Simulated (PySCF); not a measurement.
# A diatomic session: GaH

Aim: find the lowest electronic state of GaH, scan its bond at several levels of theory, and get bond length, wavenumber and dissociation energy from each curve.

Program: PySCF 2.14.0. Level of theory: Ga x2c-TZVPPall, H x2c-TZVPPall, spin-free X2C with a Gaussian nucleus. These are calculated values, not measurements.

## Step 1: Input

Settings of the job:

```json
{
 "atoms": "Ga, H",
 "charge": "0",
 "basis": "Ga x2c-TZVPPall, H x2c-TZVPPall",
 "Hamiltonian": "spin-free X2C with a Gaussian nucleus",
 "basis functions": "62",
 "electrons treated": "32",
 "masses in u": "68.9256, 1.0078",
 "levels": "PBE0, PBE, r²SCAN, LDA, BHandHLYP, PW91, M06-2X, HSE06, HF, MP2, SCS-MP2, CCSD, CCSD(T)",
 "grid": "80 radial by 434 angular points",
 "occupations": "held fixed by the projection of orbital angular momentum",
 "dissociation limit": "Ga + H, each in its ground configuration",
 "starting distance in angstrom": "1.525",
 "values of 2S to try": "0, 2"
}
```

Run with:

```sh
$ OMP_NUM_THREADS=1 python dia.py task.json out
```

After the search, every level is run at each distance in turn; below they are sorted by level.

## Step 2: Search for the lowest state

At the starting distance of 1.525 Å the search finds these solutions (others can lie among them):

| 2Ms+1 | unpaired | term | E (eV) | ⟨S²⟩ | ⟨Lz²⟩ | μ (D) |
| --- | --- | --- | --- | --- | --- | --- |
| 1 | none | ¹Σ⁺ | 0.00 | 0.00 | 0.00 | 0.15 |
| 3 | σ ↑, π ↑ | ³Π | 1.95 | 2.00 | 1.00 | -0.14 |
| 1 | σ ↑, π ↓ | not assigned | 2.33 | 1.02 | 1.00 | -0.04 |
| 3 | π ↑↑ | ³Σ⁻ | 5.54 | 2.09 | 0.00 | -0.44 |
| 3 | σ ↑↑ | ³Σ⁺ | 5.91 | 2.00 | 0.00 | 1.97 |
| 1 | π ↑↓ | not assigned | 5.94 | 1.00 | 2.01 | -0.51 |

6 of 11 solutions are listed, lowest first. Solutions whose top level lies above zero are left out, so the zero of the table need not be the lowest of all.

A term symbol stands only where ⟨S²⟩ and ⟨Lz²⟩ are near those of a pure state. A positive dipole means Ga(−)H(+).

The most promising solutions are followed along the bond (rough minima from three points):

| 2Ms+1 | unpaired | R at minimum (Å) | energy at minimum (eV) |
| --- | --- | --- | --- |
| 1 | none | 1.68 | 0.00 |
| 3 | σ ↑, π ↑ | 1.61 | 2.06 |

The search made 12 SCF attempts at the starting distance; with the short scans it took 13 s of wall time (1 thread of Arm Neoverse V1, shared host).

## Step 3: First curve: PBE0

State followed: ¹Σ⁺ (singlet), closed shell. The scan is laid around 1.679 Å.

Output of the SCF at 1.679 Å:

```text
******** <class 'pyscf.dft.uks_symm.SymAdaptedUKS'> ********
method = SymAdaptedUKS
initial guess = minao
damping factor = 0
level_shift factor = 0
DIIS = <class 'pyscf.scf.diis.CDIIS'>
diis_start_cycle = 1
diis_space = 10
diis_damp = 0
SCF conv_tol = 1e-09
SCF conv_tol_grad = None
SCF max_cycles = 60
direct_scf = False
max_memory 2100 MB (current use 358 MB)
number electrons alpha = 16  beta = 16
XC library pyscf.dft.libxc version 7.0.0
    S. Lehtola, C. Steigemann, M. J.T. Oliveira, and M. A.L. Marques.,  SoftwareX 7, 1–5 (2018)
XC functionals = PBE0
    C. Adamo and V. Barone.,  J. Chem. Phys. 110, 6158 (1999)
    M. Ernzerhof and G. E. Scuseria.,  J. Chem. Phys. 110, 5029 (1999)
small_rho_cutoff = 0
Overwritten attributes  get_k get_j get_occ get_hcore get_jk  of <class 'pyscf.dft.uks_symm.SymAdaptedUKS'>
<class 'pyscf.dft.uks_symm.SymAdaptedUKS'> does not have attributes  refdm
Set gradient conv threshold to 3.16228e-05
init E= -1944.16908011935
cycle= 1 E= -1944.1677995529  delta_E= 0.00128  |g|= 0.00492  |ddm|= 0.0191
cycle= 2 E= -1944.1678128466  delta_E= -1.33e-05  |g|= 0.00368  |ddm|= 0.0148
cycle= 3 E= -1944.1678221221  delta_E= -9.28e-06  |g|= 0.000981  |ddm|= 0.00551
cycle= 4 E= -1944.16782228637  delta_E= -1.64e-07  |g|= 3.77e-05  |ddm|= 0.000484
cycle= 5 E= -1944.1678222874  delta_E= -1.03e-09  |g|= 1.62e-05  |ddm|= 0.000143
cycle= 6 E= -1944.16782228752  delta_E= -1.21e-10  |g|= 8.5e-07  |ddm|= 2.11e-05
Extra cycle  E= -1944.16782228752  delta_E= 6.82e-13  |g|= 1.09e-06  |ddm|= 2.2e-06
converged SCF energy = -1944.16782228752  <S^2> = -7.1054274e-15  2S+1 = 1
```

The curve and what changes along it:

| R (Å) | E (eV) | μ (D) | Mulliken charge of Ga (e) | Mayer bond order | ⟨S²⟩ | HOMO (eV) | LUMO (eV) |
| --- | --- | --- | --- | --- | --- | --- | --- |
| 1.4439 | 0.3478 | 0.49 | 0.11 | 0.92 | 0.00 | -5.78 | -1.60 |
| 1.5111 | 0.1599 | 0.21 | 0.13 | 0.92 | 0.00 | -5.84 | -1.61 |
| 1.5783 | 0.0518 | -0.07 | 0.14 | 0.92 | 0.00 | -5.90 | -1.63 |
| 1.6286 | 0.0118 | -0.29 | 0.16 | 0.92 | 0.00 | -5.93 | -1.64 |
| 1.6790 | 0.0000 | -0.50 | 0.17 | 0.92 | 0.00 | -5.95 | -1.66 |
| 1.7294 | 0.0114 | -0.72 | 0.19 | 0.92 | 0.00 | -5.97 | -1.68 |
| 1.7965 | 0.0553 | -1.01 | 0.20 | 0.92 | 0.00 | -5.98 | -1.71 |
| 1.8805 | 0.1456 | -1.37 | 0.22 | 0.92 | 0.00 | -5.97 | -1.75 |
| 1.9812 | 0.2901 | -1.80 | 0.24 | 0.91 | 0.00 | -5.94 | -1.80 |
| 2.1155 | 0.5204 | -2.36 | 0.27 | 0.91 | 0.00 | -5.85 | -1.88 |

The fit gives Re = 1.678 Å, ωe = 1582 cm⁻¹, ωexe = 24.2 cm⁻¹, αe = 0.167 cm⁻¹, Be = 6.029 cm⁻¹, De = 2.85 eV, μ = -0.50 D.

Orbitals nearest the gap at 1.679 Å:

| spin | orbital | ε (eV) | filled | made of |
| --- | --- | --- | --- | --- |
| both | δ | -22.49 | yes | Ga d 100 % |
| both | δ | -22.49 | yes | Ga d 100 % |
| both | π | -22.24 | yes | Ga d 100 % |
| both | π | -22.24 | yes | Ga d 100 % |
| both | σ | -22.22 | yes | Ga d 100 % |
| both | σ | -11.01 | yes | Ga s 72 %, H s 24 % |
| both | σ | -5.95 | yes | Ga p 40 %, H s 34 %, Ga s 24 % |
| both | π | -1.66 | no | Ga p 99 % |
| both | π | -1.66 | no | Ga p 99 % |
| both | σ | 1.94 | no | Ga p 72 %, H s 30 % |

Polarisability there: 46.4 bohr³ along the bond, 31.5 across it. Without diffuse functions these come out too small, above all across the bond.

## Step 4: Fields at the reference distance

Orbitals, density, ELF and potential are computed afterwards from the orbital file.

Frontier orbitals at PBE0, with the share of their density that lies nearest to each atom:

| orbital | energy (eV) | lies on |
| --- | --- | --- |
| HOMO | -5.95 | Ga1 59 %; H2 41 % |
| LUMO | -1.66 | Ga1 86 %; H2 14 % |

ELF in a plane through or near 2 of the atoms.

Values, 10 rows by 14 columns:
```
0.00 0.00 0.03 0.09 0.09 0.03 0.00 0.00 0.00 0.00 0.00 0.00 0.00 0.00
0.01 0.16 0.69 0.83 0.69 0.32 0.03 0.01 0.04 0.15 0.13 0.02 0.00 0.00
0.14 0.67 0.95 0.95 0.74 0.42 0.11 0.08 0.39 0.75 0.78 0.39 0.01 0.00
0.59 0.96 0.98 0.89 0.49 0.22 0.20 0.39 0.94 0.99 0.99 0.94 0.21 0.00
0.83 0.99 0.97 0.78 0.28 0.68 0.37 0.40 1.00 1.00 1.00 0.99 0.56 0.02
0.85 0.99 0.97 0.73 0.42 0.52 0.57 0.37 1.00 1.00 1.00 0.99 0.63 0.03
0.74 0.98 0.98 0.85 0.24 0.28 0.18 0.45 0.98 1.00 1.00 0.98 0.41 0.01
0.35 0.88 0.98 0.93 0.67 0.39 0.19 0.22 0.76 0.95 0.96 0.78 0.07 0.00
0.07 0.50 0.91 0.93 0.76 0.41 0.08 0.04 0.22 0.55 0.57 0.20 0.00 0.00
0.00 0.03 0.26 0.45 0.39 0.14 0.01 0.00 0.01 0.03 0.02 0.00 0.00 0.00
```
The map spans 6.9 Å across and 5.2 Å up, centred on the molecule. Atoms in the plane (x, y in Å): Ga1 (-0.8, 0.0), H2 (0.8, 0.0).

On the surface of density 0.002 e/bohr³ the electrostatic potential runs, from the 1st to the 99th percentile, from -1.01 to 1.99 V.

## Step 5: Other states along the same grid

State 2: ³Π (triplet), unpaired electrons σ ↑, π ↑, an excited solution.

Log of the SCF at 1.679 Å:

```text
[... 13 set-up lines left out, the same as in an earlier log ...]
max_memory 2100 MB (current use 385 MB)
number electrons alpha = 17  beta = 15
[... 7 set-up lines left out, the same as in an earlier log ...]
init E= -1944.09098907721
cycle= 1 E= -1944.09142342187  delta_E= -0.000434  |g|= 0.00323  |ddm|= 0.0173
cycle= 2 E= -1944.09143575703  delta_E= -1.23e-05  |g|= 0.00254  |ddm|= 0.00906
cycle= 3 E= -1944.09144179746  delta_E= -6.04e-06  |g|= 0.000549  |ddm|= 0.00384
cycle= 4 E= -1944.09144281314  delta_E= -1.02e-06  |g|= 0.000583  |ddm|= 0.00225
cycle= 5 E= -1944.09144300443  delta_E= -1.91e-07  |g|= 0.000158  |ddm|= 0.000704
cycle= 6 E= -1944.09144306301  delta_E= -5.86e-08  |g|= 2.63e-05  |ddm|= 0.00071
cycle= 7 E= -1944.0914430637  delta_E= -6.9e-10  |g|= 3.01e-06  |ddm|= 6.93e-05
Extra cycle  E= -1944.09144306372  delta_E= -1.18e-11  |g|= 1.19e-06  |ddm|= 6.84e-06
converged SCF energy = -1944.09144306372  <S^2> = 2.0080386  2S+1 = 3.0053543
```

Re = 1.602 Å, ωe = 1609 cm⁻¹, ωexe = 67.8 cm⁻¹, αe = 0.321 cm⁻¹, Be = 6.614 cm⁻¹, μ = -0.18 D. Its minimum lies 2.05 eV above that of the lowest state.

Energy (eV) from the lowest point of the lowest state:

| R (Å) | lowest | state 2 |
| --- | --- | --- |
| 1.444 | 0.348 | 2.212 |
| 1.511 | 0.160 | 2.100 |
| 1.578 | 0.052 | 2.057 |
| 1.629 | 0.012 | 2.057 |
| 1.679 | 0.000 | 2.078 |
| 1.729 | 0.011 | 2.115 |
| 1.796 | 0.055 | 2.178 |
| 1.881 | 0.146 | 2.270 |
| 1.981 | 0.290 | 2.383 |
| 2.115 | 0.520 | 2.514 |

## Step 6: PBE

Output of the SCF at 1.679 Å:

```text
[... 17 set-up lines left out, the same as in an earlier log ...]
XC functionals = PBE
    J. P. Perdew, K. Burke, and M. Ernzerhof.,  Phys. Rev. Lett. 77, 3865 (1996)
    J. P. Perdew, K. Burke, and M. Ernzerhof.,  Phys. Rev. Lett. 78, 1396 (1997)
    J. P. Perdew, K. Burke, and M. Ernzerhof.,  Phys. Rev. Lett. 77, 3865 (1996)
    J. P. Perdew, K. Burke, and M. Ernzerhof.,  Phys. Rev. Lett. 78, 1396 (1997)
[... 2 set-up lines left out, the same as in an earlier log ...]
init E= -1944.15166940663
cycle= 1 E= -1944.15209609966  delta_E= -0.000427  |g|=  0.1  |ddm|= 0.0713
cycle= 2 E= -1944.1495024688  delta_E= 0.00259  |g|= 0.167  |ddm|= 0.0963
cycle= 3 E= -1944.15350657365  delta_E= -0.004  |g|= 0.00125  |ddm|= 0.0634
cycle= 4 E= -1944.15350761589  delta_E= -1.04e-06  |g|= 0.000324  |ddm|= 0.00276
cycle= 5 E= -1944.15350770546  delta_E= -8.96e-08  |g|= 0.000104  |ddm|= 0.000839
cycle= 6 E= -1944.15350771555  delta_E= -1.01e-08  |g|= 8.95e-06  |ddm|= 0.000193
cycle= 7 E= -1944.15350771557  delta_E= -1.96e-11  |g|= 7.28e-07  |ddm|= 7.81e-06
Extra cycle  E= -1944.15350771557  delta_E= -1.82e-12  |g|= 1.32e-06  |ddm|= 2.4e-06
converged SCF energy = -1944.15350771557  <S^2> = -3.5527137e-15  2S+1 = 1
```

Re = 1.696 Å, ωe = 1516 cm⁻¹, ωexe = 24.2 cm⁻¹, αe = 0.169 cm⁻¹, Be = 5.903 cm⁻¹, De = 2.89 eV, μ = -0.62 D.

## Step 7: r²SCAN (meta-GGA)

Output of the SCF at 1.679 Å:

```text
[... 17 set-up lines left out, the same as in an earlier log ...]
XC functionals = R2SCAN
    J. W. Furness, A. D. Kaplan, J. Ning, J. P. Perdew, and J. Sun.,  J. Phys. Chem. Lett. 11, 8208-8215 (2020)
    J. W. Furness, A. D. Kaplan, J. Ning, J. P. Perdew, and J. Sun.,  J. Phys. Chem. Lett. 11, 9248-9248 (2020)
    J. W. Furness, A. D. Kaplan, J. Ning, J. P. Perdew, and J. Sun.,  J. Phys. Chem. Lett. 11, 8208-8215 (2020)
    J. W. Furness, A. D. Kaplan, J. Ning, J. P. Perdew, and J. Sun.,  J. Phys. Chem. Lett. 11, 9248-9248 (2020)
[... 2 set-up lines left out, the same as in an earlier log ...]
init E= -1944.4005810633
cycle= 1 E= -1944.40128621323  delta_E= -0.000705  |g|= 0.0194  |ddm|= 0.0714
cycle= 2 E= -1944.40120245398  delta_E= 8.38e-05  |g|= 0.0311  |ddm|= 0.0211
cycle= 3 E= -1944.40134429146  delta_E= -0.000142  |g|= 0.000282  |ddm|= 0.0116
cycle= 4 E= -1944.40134433847  delta_E= -4.7e-08  |g|= 0.00013  |ddm|= 0.000608
cycle= 5 E= -1944.40134435133  delta_E= -1.29e-08  |g|= 3.86e-05  |ddm|= 0.000344
cycle= 6 E= -1944.40134435242  delta_E= -1.09e-09  |g|= 4.17e-06  |ddm|= 5.39e-05
cycle= 7 E= -1944.40134435244  delta_E= -1.73e-11  |g|= 4.98e-07  |ddm|= 1.58e-05
Extra cycle  E= -1944.40134435244  delta_E= -9.09e-13  |g|= 7.44e-07  |ddm|= 1.37e-06
converged SCF energy = -1944.40134435244  <S^2> = -7.1054274e-15  2S+1 = 1
```

Re = 1.669 Å, ωe = 1590 cm⁻¹, ωexe = 24.7 cm⁻¹, αe = 0.170 cm⁻¹, Be = 6.091 cm⁻¹, De = 2.92 eV, μ = -0.46 D.

## Step 8: LDA (local density)

Log of the SCF at 1.679 Å:

```text
[... 17 set-up lines left out, the same as in an earlier log ...]
XC functionals = LDA,VWN
    P. A. M. Dirac.,  Math. Proc. Cambridge Philos. Soc. 26, 376 (1930)
    F. Bloch.,  Z. Phys. 57, 545 (1929)
    S. H. Vosko, L. Wilk, and M. Nusair.,  Can. J. Phys. 58, 1200 (1980)
[... 2 set-up lines left out, the same as in an earlier log ...]
init E= -1941.26897490514
cycle= 1 E= -1941.26980923697  delta_E= -0.000834  |g|= 0.15  |ddm|= 0.129
cycle= 2 E= -1941.26471233918  delta_E= 0.0051  |g|= 0.241  |ddm|= 0.134
cycle= 3 E= -1941.2729383573  delta_E= -0.00823  |g|= 0.00707  |ddm|= 0.0889
cycle= 4 E= -1941.27296531893  delta_E= -2.7e-05  |g|= 0.00133  |ddm|= 0.0128
cycle= 5 E= -1941.27296705294  delta_E= -1.73e-06  |g|= 0.000139  |ddm|= 0.00272
cycle= 6 E= -1941.27296706235  delta_E= -9.41e-09  |g|= 1.22e-05  |ddm|= 0.000157
cycle= 7 E= -1941.27296706246  delta_E= -1.13e-10  |g|= 1.27e-06  |ddm|= 2.48e-05
Extra cycle  E= -1941.27296706246  delta_E= -1.14e-12  |g|= 2.23e-06  |ddm|= 4.59e-06
converged SCF energy = -1941.27296706246  <S^2> = -7.1054274e-15  2S+1 = 1
```

Re = 1.679 Å, ωe = 1548 cm⁻¹, ωexe = 24.3 cm⁻¹, αe = 0.170 cm⁻¹, Be = 6.018 cm⁻¹, De = 3.29 eV, μ = -0.53 D. 5.9 s of CPU time for 12 points, integrals apart.

(Part 1 of 2 ends here.)
